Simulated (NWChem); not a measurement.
# SiHCl3 (trichlorosilane) at 5 levels

Aim: a comparison of 5 runs (HF/3-21G, PBE/def2-SVPD, B3LYP/6-31G*, B3LYP/def2-SVPD, SVWN5/def2-SVPD) of SiHCl3 (trichlorosilane). 

Program for the calculation: NWChem 7.3.0.

**1. The system as given**

SiHCl3 has 5 atoms, charge 0, and is taken as a singlet. As SMILES, `Cl[SiH](Cl)Cl`. The Si2–Cl3 distance was set to 3.653 Å, away from the relaxed value. At this shape a bond of the SMILES string is far longer than usual.

Bond lengths: Cl1–Si2 2.030 Å, Si2–Cl4 2.030 Å, Si2–H5 1.469 Å. Angles: Cl1–Si2–Cl4 109.5°, Cl1–Si2–H5 109.5°, Cl4–Si2–H5 109.4°. A long bond or contact: Si2–Cl3 3.653 Å.

**2. A single-point energy at HF/3-21G (run 1)**

Contents of cl3hsi.xyz:

```xyz
5

Cl     1.611732    -2.128501     1.345252
Si    -0.160498    -1.569761     0.528812
Cl     0.017700     1.933700    -0.491290
Cl    -0.555218    -2.727591    -1.090818
H     -1.230508    -1.736131     1.521522
```

Contents of cl3hsi.nw:

```
START cl3hsi
memory 2200 mb

GEOMETRY noautosym nocenter noautoz
  load format xyz cl3hsi.xyz
END

BASIS spherical bse
  * library 3-21G
END

SCF
  thresh 1e-08
  maxiter 80
END

TASK scf energy
```

Launch:

```sh
$ nwchem cl3hsi.nw > cl3hsi.out
```

Output:

```text
[...]
  functions       =    54
[...]
  wavefunction    = RHF
[...]
         Total SCF energy =  -1659.829233074235
      One-electron energy =  -2859.123419329190
      Two-electron energy =    916.617995864284
 Nuclear repulsion energy =    282.676190390672
        Time for solution =      1.8s
[...]
```

Wall time 2.4 s (1 thread of Intel Xeon 6975P-C (Granite Rapids), shared host); peak memory 0.1 GiB.

**3. A single-point energy at PBE/def2-SVPD (run 2)**

Contents of mymol.nw:

```
START mymol
TITLE "Cl3HSi PBE"
memory 2200 mb
charge 0

GEOMETRY units angstrom noautosym nocenter noautoz
Cl    1.611732   -2.128501    1.345252
Si   -0.160498   -1.569761    0.528812
Cl    0.017700    1.933700   -0.491290
Cl   -0.555218   -2.727591   -1.090818
H    -1.230508   -1.736131    1.521522
END

BASIS "ao basis" spherical bse
Cl library def2-SVPD
Si library def2-SVPD
H library def2-SVPD
END

DFT
xc xpbe96 cpbe96
grid fine
convergence energy 1e-08
maxiter 100
mulliken
print low
END

TASK dft energy
```

Launch:

```sh
$ nwchem mymol.nw > mymol.out
```

Output:

```text
[...]
 d= 0,ls=0.0,diis     1  -1669.2815478474 -1.95D+03  5.34D-02  1.05D+00     2.3
[...]
 d= 0,ls=0.5,diis    57  -1669.4918103684 -9.56D-09  4.78D-07  1.54D-07    99.6
         Total DFT energy =    -1669.491810376448
      One electron energy =    -2868.802922268416
           Coulomb energy =     1021.784842673705
    Exchange-Corr. energy =     -105.149921172408
 Nuclear repulsion energy =      282.676190390672
[...]
      Total Density - Mulliken Population Analysis
     ---------------------------------------------
    Atom       Charge   Shell Charges
 -----------   ------   -------------------------------------------------------
    1 Cl  17    17.32   2.00  1.98  1.31  0.64  0.03  5.93  2.16  3.02  0.19  0.02  0.03
    2 Si  14    13.16   2.00  1.98  1.20 -0.04 -0.02  5.92  1.12  0.74  0.27 -0.00
    3 Cl  17    17.40   2.00  1.98  1.31  0.67  0.04  5.93  2.10  3.05  0.32  0.00  0.00
    4 Cl  17    17.32   2.00  1.98  1.31  0.64  0.03  5.93  2.16  3.02  0.19  0.02  0.03
    5 H    1     0.80   0.72  0.05  0.01  0.03
[...]
```

Wall time 1.7 min (1 thread of Intel Xeon 6975P-C (Granite Rapids), shared host); peak memory 0.12 GiB.

Run 3 isn't shown in full; the table further down has it.

**4. A single-point energy at B3LYP/def2-SVPD (run 4)**

Contents of sp.nw:

```
start sp
title "Cl3HSi"
memory 2200 mb
charge 0
geometry units atomic noautosym nocenter noautoz
  Cl     3.04573207    -4.02228395     2.54215785
  Si    -0.30329726    -2.96641837     0.99930985
  Cl     0.03344815     3.65416341    -0.92840355
  Cl    -1.04920996    -5.15439997    -2.06134727
  H     -2.32532311    -3.28081211     2.87525987
end
basis spherical bse
  Cl library def2-SVPD
  Si library def2-SVPD
  H library def2-SVPD
end
dft
  xc b3lyp
  grid fine
  convergence energy 1e-08
  iterations 100
  mulliken
end
task dft
```

Launch:

```sh
$ nwchem sp.nw > sp.out
```

Output:

```text
[...]
          Wavefunction type:  closed shell.
          No. of atoms     :     5
          No. of electrons :    66
[...]
          Charge           :     0
          Spin multiplicity:     1
[...]
          AO basis - number of functions:   113
[...]
              XC Information
              --------------
                         B3LYP Method XC Potential
                     Hartree-Fock (Exact) Exchange  0.200
                        Slater Exchange Functional  0.800 local
                    Becke 1988 Exchange Functional  0.720 non-local
              Lee-Yang-Parr Correlation Functional  0.810
                  VWN I RPA Correlation Functional  0.190 local
[...]
 d= 0,ls=0.0,diis     1  -1670.0710229132 -1.95D+03  5.12D-02  9.12D-01     2.4
[...]
 d= 0,ls=0.0,diis    12  -1670.2603288615 -7.22D-09  7.29D-07  2.34D-09    20.4
         Total DFT energy =    -1670.260328861519
      One electron energy =    -2868.860578194532
           Coulomb energy =     1021.878153301061
    Exchange-Corr. energy =     -105.954073926201
 Nuclear repulsion energy =      282.676169958153
[...]
      Total Density - Mulliken Population Analysis
     ---------------------------------------------
    Atom       Charge   Shell Charges
 -----------   ------   -------------------------------------------------------
    1 Cl  17    17.33   2.00  1.98  1.31  0.64  0.04  5.93  2.17  3.03  0.18  0.02  0.03
    2 Si  14    13.07   2.00  1.98  1.19 -0.09 -0.01  5.92  1.10  0.70  0.27  0.02
    3 Cl  17    17.43   2.00  1.98  1.31  0.66  0.05  5.93  2.10  3.06  0.34  0.00  0.00
    4 Cl  17    17.33   2.00  1.98  1.31  0.64  0.04  5.93  2.17  3.03  0.18  0.02  0.03
    5 H    1     0.84   0.73  0.08  0.01  0.02
[...]
```

Wall time 21 s (1 thread of Intel Xeon 6975P-C (Granite Rapids), shared host); peak memory 0.12 GiB.

**5. The energy at SVWN5/def2-SVPD (run 5)**

Contents of geom.nw:

```
start geom
title "Cl3HSi energy"
memory stack 880 mb heap 220 mb global 1100 mb

geometry noautosym nocenter noautoz
  Cl    1.611732   -2.128501    1.345252
  Si   -0.160498   -1.569761    0.528812
  Cl    0.017700    1.933700   -0.491290
  Cl   -0.555218   -2.727591   -1.090818
  H    -1.230508   -1.736131    1.521522
end

basis spherical bse
  Cl library def2-SVPD
  Si library def2-SVPD
  H library def2-SVPD
end

dft
  xc slater vwn_5
  grid fine
  convergence energy 1e-08
  maxiter 100
  mulliken
  noprint "final vectors analysis"
end

task dft energy
```

Launch:

```sh
$ nwchem geom.nw > geom.out
```

Output:

```text
[...]
          Wavefunction type:  closed shell.
          No. of atoms     :     5
          No. of electrons :    66
[...]
          Charge           :     0
          Spin multiplicity:     1
[...]
          AO basis - number of functions:   113
[...]
              XC Information
              --------------
                        Slater Exchange Functional  1.000 local
                      VWN V Correlation Functional  1.000 local
[...]
 d= 0,ls=0.0,diis     1  -1664.3666794556 -1.95D+03  5.37D-02  1.46D+00     2.0
[...]
 d= 0,ls=0.0,diis    14  -1664.5921862373 -2.48D-09  5.70D-07  3.76D-09    16.8
         Total DFT energy =    -1664.592186237270
      One electron energy =    -2868.449953430984
           Coulomb energy =     1021.372407948049
    Exchange-Corr. energy =     -100.190831145007
 Nuclear repulsion energy =      282.676190390672
[...]
      Total Density - Mulliken Population Analysis
     ---------------------------------------------
    Atom       Charge   Shell Charges
 -----------   ------   -------------------------------------------------------
    1 Cl  17    17.26   2.00  1.98  1.32  0.62  0.04  5.92  2.17  2.97  0.18  0.02  0.03
    2 Si  14    13.30   2.00  1.97  1.22 -0.02 -0.03  5.91  1.15  0.78  0.27  0.04
    3 Cl  17    17.40   2.00  1.98  1.32  0.65  0.05  5.92  2.11  3.03  0.33  0.00  0.00
    4 Cl  17    17.26   2.00  1.98  1.32  0.62  0.04  5.92  2.17  2.97  0.18  0.02  0.03
    5 H    1     0.79   0.68  0.08  0.01  0.02
[...]
```

Run time: 17 s. Hardware: 1 thread of Intel Xeon 6975P-C (Granite Rapids), shared host; peak memory 0.12 GiB.

**6. All runs side by side**

| run | level | iteration cap | module | energy (Eh) | dipole moment (D) | HOMO energy (eV) | LUMO energy (eV) | wall time |
| --- | --- | --- | --- | --- | --- | --- | --- | --- |
| 1 | HF/3-21G | 80 | scf | -1659.829233 | 7.35 | -9.79 | -3.19 | 2.4 s |
| 2 | PBE/def2-SVPD | 100 | dft | -1669.491810 | – | – | – | 1.7 min |
| 3 | B3LYP/6-31G* (spherical functions) | 100 | dft | -1670.676664 | 6.30 | -7.16 | -5.39 | 15 s |
| 4 | B3LYP/def2-SVPD | 100 | dft | -1670.260329 | 6.79 | -7.29 | -5.48 | 21 s |
| 5 | SVWN5/def2-SVPD | 100 | dft | -1664.592186 | 6.45 | – | – | 17 s |

**7. What came out**

```
            quantity           value
 run 5: total energy  -1664.59219 Eh
run 5: dipole moment          6.45 D
```

Over runs 1, 3, 4, 5 the dipole moment (its size) runs from 6.30 D (B3LYP/6-31G*) to 7.35 D (HF/3-21G). The two ends differ in method and basis. Over runs 1, 3, 4 the HOMO–LUMO gap runs from 1.77 eV (B3LYP/6-31G*) to 6.60 eV (HF/3-21G). Totals of different functionals can't be ranked against each other. In runs 1, 2, 3, 4, 5 a closed-shell determinant meets a far-stretched bond, which it describes badly. All runs together took 2.6 min, the longest 1.7 min.
